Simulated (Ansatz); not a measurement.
Predict the output of the script below (the Ansatz DFT code, driven from Python).

Script `ch4osesi.py`:
```python
# -*- coding: utf-8 -*-
"""Vibrations and zero-point energy of CH4OSeSi."""

import warnings

import ansatz as az
from ase import Atoms
from ase.thermochemistry import IdealGasThermo
import numpy as np

warnings.simplefilter("ignore", az.DeckWarning)

geometry_ang = [
    ("O", [1.6027, -1.1381, 0.4292]),
    ("C", [0.4071, -0.6793, 0.3391]),
    ("Si", [0.0669, 1.0964, -0.0714]),
    ("Se", [-0.9915, -1.8547, 0.6266]),
    ("H", [-0.6824, 1.1774, -1.3158]),
    ("H", [-0.6519, 1.7325, 1.0414]),
    ("H", [1.4076, 1.7969, -0.2306]),
    ("H", [-1.0664, -2.1881, -0.8743]),
]
geometry = az.Crystal.molecule()
for symbol, xyz in geometry_ang:
    geometry = geometry.atom(symbol, xyz)

base = (
    geometry.calculation()
    .basis(gaussian="def2-SVP")
    .functional("r2scan", dispersion="d3bj")
)
symbols = [site.symbol for site in geometry.cartesian_sites]
start = np.array([site.position_ang for site in geometry.cartesian_sites], dtype=float)
summary = base.relax(force_tolerance=0.003, max_steps=100).run().report
end = np.array(summary["positions_ang"])

print("final positions (A) and the move of each atom")
for symbol, xyz, old in zip(symbols, end, start):
    print(f"{symbol:2s} {xyz[0]:10.5f} {xyz[1]:10.5f} {xyz[2]:10.5f}   {np.linalg.norm(xyz - old):7.4f}")

# frequencies need a stationary point, so they are taken at the relaxed geometry
minimum = az.Crystal.molecule()
for symbol, place in zip(symbols, end):
    minimum = minimum.atom(symbol, place.tolist())
vibrating = (
    minimum.calculation()
    .basis(gaussian="def2-SVP")
    .functional("r2scan", dispersion="d3bj")
    .phonons(temperatures=(200, 600, 100))
)
vib = vibrating.run().report["vibrations"]
sums = vib["harmonic_sums"]
modes = [m["omega_inv_cm"] for m in sums["modes_at_gamma"] if m["rigid_motion"] == "no"]
for number, w in enumerate(modes, start=1):
    print(f"mode {number:2d} {w:9.1f} 1/cm {w / 8065.544 * 1000:8.2f} meV")
print("imaginary modes:", sum(w < 0 for w in modes), " zero-point energy:", round(sums["zero_point_energy_ev"], 4), "eV")
# rigid rotor and ideal gas, symmetry number taken as one
gas = IdealGasThermo(vib_energies=[w / 8065.544 for w in modes if w > 0], geometry="linear" if len(modes) == 3 * len(symbols) - 5 else "nonlinear",
                     atoms=Atoms(symbols, positions=end), symmetrynumber=1, spin=0.0)
print(f"H(298 K) - E = {gas.get_enthalpy(298.15, verbose=False):.4f} eV")
print(f"S(298 K, 1 bar) = {96485.33 * gas.get_entropy(298.15, 1e5, verbose=False):.1f} J/(mol K) with symmetry number 1")
```

```console
$ python ch4osesi.py
final positions (A) and the move of each atom
O     1.44610   -0.89492    1.29335    0.9113
C     0.53318   -0.74386    0.52573    0.2343
Si    0.07202    1.02413   -0.10629    0.0804
Se   -0.50027   -2.31171   -0.09267    0.9836
H    -1.08582    0.98595   -1.04410    0.5227
H    -0.25240    1.83894    1.09740    0.4172
H     1.28162    1.56602   -0.78548    0.6141
H    -1.40234   -1.52154   -0.94374    0.7496
mode  1      42.1 1/cm     5.21 meV
mode  2     177.6 1/cm    22.03 meV
mode  3     257.1 1/cm    31.88 meV
mode  4     310.7 1/cm    38.52 meV
mode  5     367.6 1/cm    45.58 meV
mode  6     417.4 1/cm    51.75 meV
mode  7     600.5 1/cm    74.45 meV
mode  8     657.7 1/cm    81.54 meV
mode  9     719.7 1/cm    89.23 meV
mode 10     869.6 1/cm   107.82 meV
mode 11     909.0 1/cm   112.70 meV
mode 12     934.0 1/cm   115.80 meV
mode 13     935.2 1/cm   115.95 meV
mode 14    1782.4 1/cm   220.99 meV
mode 15    2233.0 1/cm   276.85 meV
mode 16    2251.2 1/cm   279.11 meV
mode 17    2254.7 1/cm   279.55 meV
mode 18    2444.0 1/cm   303.02 meV
imaginary modes: 0  zero-point energy: 1.126 eV
H(298 K) - E = 1.3259 eV
S(298 K, 1 bar) = 344.1 J/(mol K) with symmetry number 1
```

Reading the output:
- These settings explore the input space; basis and method may be short of convergence.
- The frequencies are harmonic and unscaled, in a modest basis.
- The entropy takes a symmetry number of 1; a symmetric molecule's is lower by R ln(sigma).
- A dispersion term here runs with damping parameters fitted for another variant or functional.
- The script silences the warnings on its input, which a real study should read.
- Timing: 5.8 min on 1 thread of Arm Neoverse V1 (shared host), peak memory 0.31 GiB.
